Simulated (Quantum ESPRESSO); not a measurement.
# BNH6 in Quantum ESPRESSO: settings compared, part 2 of 3

Quantum ESPRESSO 7.5. Earlier steps stand in the parts before.

## (3) Single point, LDA

File pw.in:

```
&CONTROL
  calculation = 'scf'
  prefix = 'pwscf'
  outdir = './tmp'
  pseudo_dir = './pseudo'
  tprnfor = .true.
  disk_io = 'low'
  verbosity = 'high'
/
&SYSTEM
  ibrav = 0
  celldm(1) = 8
  nat = 8
  ntyp = 3
  ecutwfc = 84
  nbnd = 13
  occupations = 'fixed'
  assume_isolated = 'mt'
/
&ELECTRONS
  conv_thr = 1d-06
  electron_maxstep = 120
  mixing_beta = 0.5
  mixing_mode = 'local-TF'
/
ATOMIC_SPECIES
B     10.8100 B.upf
N     14.0070 N.upf
H      1.0080 H.upf
CELL_PARAMETERS alat
  2.8345891869387   0.0000000000000   0.0000000000000
  0.0000000000000   2.8345891869387   0.0000000000000
  0.0000000000000   0.0000000000000   2.8345891869387
ATOMIC_POSITIONS crystal
B      0.4924750000    0.5172291700    0.4416458300
N      0.5256250000    0.4750708300    0.5672375000
H      0.5019000000    0.4356291700    0.3828458300
H      0.3973666700    0.5504708300    0.4489958300
H      0.5587833300    0.5902125000    0.4197291700
H      0.5201500000    0.5385791700    0.6228208300
H      0.6048000000    0.4453875000    0.5692041700
H      0.4739166700    0.4132875000    0.5929708300
K_POINTS gamma
```

File pp_density.in:

```
&INPUTPP
  prefix = 'pwscf'
  outdir = './tmp'
  filplot = 'density.dat'
  plot_num = 0
/
&PLOT
  nfile = 1
  filepp(1) = 'density.dat'
  iflag = 3
  output_format = 6
  fileout = 'density.cube'
/
```

File pp_potential.in:

```
&INPUTPP
  prefix = 'pwscf'
  outdir = './tmp'
  filplot = 'potential.dat'
  plot_num = 11
/
&PLOT
  nfile = 1
  filepp(1) = 'potential.dat'
  iflag = 3
  output_format = 6
  fileout = 'potential.cube'
/
```

File pp_elf.in:

```
&INPUTPP
  prefix = 'pwscf'
  outdir = './tmp'
  filplot = 'elf.dat'
  plot_num = 8
/
&PLOT
  nfile = 1
  filepp(1) = 'elf.dat'
  iflag = 3
  output_format = 6
  fileout = 'elf.cube'
/
```

Potentials or basis: PseudoDojo 0.4.1 SR LDA stringent.

Launch:

```sh
OMP_NUM_THREADS=1 pw.x -in pw.in > pw.out
OMP_NUM_THREADS=1 pp.x -in pp_density.in > pp_density.out
OMP_NUM_THREADS=1 pp.x -in pp_potential.in > pp_potential.out
OMP_NUM_THREADS=1 pp.x -in pp_elf.in > pp_elf.out
```

pw.out:

```text
This program is part of the open-source Quantum ESPRESSO suite
     for quantum simulation of materials; please cite
         "P. Giannozzi et al., J. Phys.:Condens. Matter 21 395502 (2009);
         "P. Giannozzi et al., J. Phys.:Condens. Matter 29 465901 (2017);
         "P. Giannozzi et al., J. Chem. Phys. 152 154105 (2020);
     in publications or presentations arising from this work. More details at

     gamma-point specific algorithms are used

     G-vector sticks info
     --------------------
     sticks:   dense  smooth     PW     G-vecs:    dense   smooth      PW
     Sum       13753   13753   3433              1212941  1212941  151635

     Using Slab Decomposition

     bravais-lattice index     =            0
     lattice parameter (alat)  =       8.0000  a.u.
     unit-cell volume          =   11661.1220 (a.u.)^3
     number of atoms/cell      =            8
     number of atomic types    =            3
     number of electrons       =        14.00
     number of Kohn-Sham states=           13
     kinetic-energy cutoff     =      84.0000  Ry
     charge density cutoff     =     336.0000  Ry
     scf convergence threshold =      1.0E-06
     mixing beta               =       0.5000
     number of iterations used =            8  local-TF  mixing
     Exchange-correlation= SLA  PW   NOGX NOGC
                           (   1   4   0   0   0   0   0)
     Assuming isolated system, Martyna-Tuckerman method

     celldm(1)=   8.000000  celldm(2)=   0.000000  celldm(3)=   0.000000
     celldm(4)=   0.000000  celldm(5)=   0.000000  celldm(6)=   0.000000

     crystal axes: (cart. coord. in units of alat)
               a(1) = (   2.834589   0.000000   0.000000 )
               a(2) = (   0.000000   2.834589   0.000000 )
               a(3) = (   0.000000   0.000000   2.834589 )

     reciprocal axes: (cart. coord. in units 2 pi/alat)
               b(1) = (  0.352785  0.000000  0.000000 )
               b(2) = (  0.000000  0.352785  0.000000 )
               b(3) = (  0.000000  0.000000  0.352785 )

     PseudoPot. # 1 for B  read from file:
     B.upf
[... 299 lines left out ...]
     atom    4 type  3   force =    -0.00031032    0.00038329   -0.00127272
     atom    5 type  3   force =    -0.00044019    0.00039234   -0.00137086
     atom    6 type  3   force =    -0.00035770    0.00051246   -0.00151844
     atom    7 type  3   force =    -0.00032211    0.00040009   -0.00130483
     atom    8 type  3   force =    -0.00042286    0.00040322   -0.00137865
     The non-local contrib.  to forces
     atom    1 type  1   force =     0.07211366   -0.09179565    0.27332487
     atom    2 type  2   force =     0.18203222   -0.23140351    0.68941753
     atom    3 type  3   force =    -0.00708587    0.06956424    0.05535181
     atom    4 type  3   force =     0.08384074   -0.03032641   -0.00218651
     atom    5 type  3   force =    -0.05657583   -0.06490652    0.02327359
     atom    6 type  3   force =     0.01350664   -0.14236335   -0.11778553
     atom    7 type  3   force =    -0.17384295    0.06393068    0.00091078
     atom    8 type  3   force =     0.11584974    0.13499533   -0.05169715
     The ionic contribution  to forces
     atom    1 type  1   force =    -0.75374730    0.95822017   -2.84939436
     atom    2 type  2   force =     0.37448190   -0.47652340    1.41247578
     atom    3 type  3   force =     0.04562515   -1.25815956   -1.45035344
     atom    4 type  3   force =    -1.75450248    0.72146852   -0.31434691
     atom    5 type  3   force =     1.02648049    1.40570510   -0.81760200
     atom    6 type  3   force =    -0.14677576    2.39950154    2.42709629
     atom    7 type  3   force =     3.16446302   -1.24724784    0.33147882
     atom    8 type  3   force =    -1.95602502   -2.50296453    1.26064582
     The local contribution  to forces
     atom    1 type  1   force =     0.68892840   -0.87568327    2.60382330
     atom    2 type  2   force =    -0.55690960    0.70866898   -2.10395043
     atom    3 type  3   force =    -0.03803099    1.18617767    1.39484861
     atom    4 type  3   force =     1.66859214   -0.69060633    0.31768298
     atom    5 type  3   force =    -0.96789351   -1.33928467    0.79484805
     atom    6 type  3   force =     0.13208061   -2.24581992   -2.30021222
     atom    7 type  3   force =    -2.97709879    1.17848291   -0.33290473
     atom    8 type  3   force =     1.83100116    2.35751257   -1.20522208
     The core correction contribution to forces
     atom    1 type  1   force =    -0.00195888    0.00249485   -0.00742452
     atom    2 type  2   force =    -0.00323663    0.00411476   -0.01225058
     atom    3 type  3   force =     0.00000000    0.00000000    0.00000000
     atom    4 type  3   force =     0.00000000    0.00000000    0.00000000
     atom    5 type  3   force =     0.00000000    0.00000000    0.00000000
     atom    6 type  3   force =     0.00000000    0.00000000    0.00000000
     atom    7 type  3   force =     0.00000000    0.00000000    0.00000000
     atom    8 type  3   force =     0.00000000    0.00000000    0.00000000
     The Hubbard contrib.    to forces
     atom    1 type  1   force =     0.00000000    0.00000000    0.00000000
     atom    2 type  2   force =     0.00000000    0.00000000    0.00000000
     atom    3 type  3   force =     0.00000000    0.00000000    0.00000000
     atom    4 type  3   force =     0.00000000    0.00000000    0.00000000
     atom    5 type  3   force =     0.00000000    0.00000000    0.00000000
     atom    6 type  3   force =     0.00000000    0.00000000    0.00000000
     atom    7 type  3   force =     0.00000000    0.00000000    0.00000000
     atom    8 type  3   force =     0.00000000    0.00000000    0.00000000
     The SCF correction term to forces
     atom    1 type  1   force =    -0.00004888    0.00005280   -0.00015181
     atom    2 type  2   force =     0.00001016   -0.00004291    0.00012760
     atom    3 type  3   force =     0.00000019   -0.00010417   -0.00011539
     atom    4 type  3   force =    -0.00014520    0.00005888   -0.00002107
     atom    5 type  3   force =     0.00008172    0.00011296   -0.00006089
     atom    6 type  3   force =    -0.00000558    0.00010867    0.00012300
     atom    7 type  3   force =     0.00015200   -0.00006246    0.00002722
     atom    8 type  3   force =    -0.00009240   -0.00012153    0.00006963

     Total force =     0.038203     Total SCF correction =     0.000449

=------------------------------------------------------------------------------=
   JOB DONE.
=------------------------------------------------------------------------------=
```

pp_potential.out:

```text
This program is part of the open-source Quantum ESPRESSO suite
     for quantum simulation of materials; please cite
         "P. Giannozzi et al., J. Phys.:Condens. Matter 21 395502 (2009);
         "P. Giannozzi et al., J. Phys.:Condens. Matter 29 465901 (2017);
         "P. Giannozzi et al., J. Chem. Phys. 152 154105 (2020);
     in publications or presentations arising from this work. More details at

     IMPORTANT: XC functional enforced from input :
     Exchange-correlation= PW
                           (   1   4   0   0   0   0   0)
     Any further DFT definition will be discarded
     Please, verify this is what you really want

     G-vector sticks info
     --------------------
     sticks:   dense  smooth     PW     G-vecs:    dense   smooth      PW
     Sum       13753   13753   3433              1212941  1212941  151635

     Using Slab Decomposition

     Calling punch_plot, plot_num =  11
     Writing data to file  potential.dat
     Reading data from file  potential.dat

     Writing data to be plotted to file potential.cube
     Plot Type: 3D                     Output format: Gaussian cube

=------------------------------------------------------------------------------=
   JOB DONE.
=------------------------------------------------------------------------------=
```

Wall time 3.1 min (1 thread of Intel Xeon at 2.60GHz (Ice Lake), shared host); peak memory 0.86 GiB.

What came out:

| Item | Value |
| --- | --- |
| Free energy | -457.2044 eV |
| Largest force | 0.591 eV/Å |
| Gap between the frontier levels | 5.04 eV |
| Dipole moment | 5.33 D |

Forces in eV/Å, atoms in the order of the input:
```
B    0.107 -0.139  0.410
N   -0.142  0.181 -0.544
H    0.004 -0.051 -0.048
H   -0.065  0.025 -0.005
H    0.042  0.052 -0.024
H   -0.040  0.307  0.197
H    0.343 -0.115 -0.047
H   -0.249 -0.261  0.061
```

Caveat: this is a molecule in a periodic box, so the gap is that between its Kohn-Sham HOMO and LUMO and the box isn't a crystal.

[end of part 2 of 3]
